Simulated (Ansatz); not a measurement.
# Cu: the cost of one run

Method: DFT PBE, scalar-relativistic, plane waves, PAW, in Ansatz 0.2.0.

### 1 The starting structure

The structure is cubic, space group Fm-3m (No. 225). The conventional cell has a = 3.600 Å, b = 3.600 Å, c = 3.600 Å, α = 90.00°, β = 90.00°, γ = 90.00°. Around Cu (site symmetry m-3m) lie 12 Cu at 2.55 Å.

Structure file:

```xyz
2
Lattice="2.5456 0.0000 0.0000 0.0000 2.5456 0.0000 0.0000 0.0000 3.6000" Properties=species:S:1:pos:R:3 pbc="T T T"
Cu    0.0000    0.0000    0.0000
Cu    1.2728    1.2728    1.8000
```

### 2 Relaxing cell and atoms: Cu, no spin

File input.yaml:

```yaml
crystal:
  lattice:
    - [2.5455844123, 0.0, 0.0]
    - [0.0, 2.5455844123, 0.0]
    - [0.0, 0.0, 3.6]
  atoms:
    - { symbol: Cu, position: [0.0, 0.0, 0.0] }
    - { symbol: Cu, position: [0.5, 0.5, 0.5] }
scf:
  occupations: { method: methfessel_paxton, width: 0.1 }
output:
  forces: true
  stress: true
  eigenvalues: true
hamiltonian:
  xc: pbe
kpoints:
  mp_grid: { grid: [16, 16, 12] }
relax:
  f_tol: 0.005
  cell: { stress_tol: 0.02 }
```

Run with:

```
ansatz run input.yaml --threads 8 --pin off --max-ram 28672MiB --backend cpu --events-out ev --progress --plain --runs-dir out
```

Q: Estimate wall time and peak memory on 8 threads of Intel Xeon Platinum 8488C (Sapphire Rapids), shared host.

About 11 s, with a peak of 0.52 GiB.
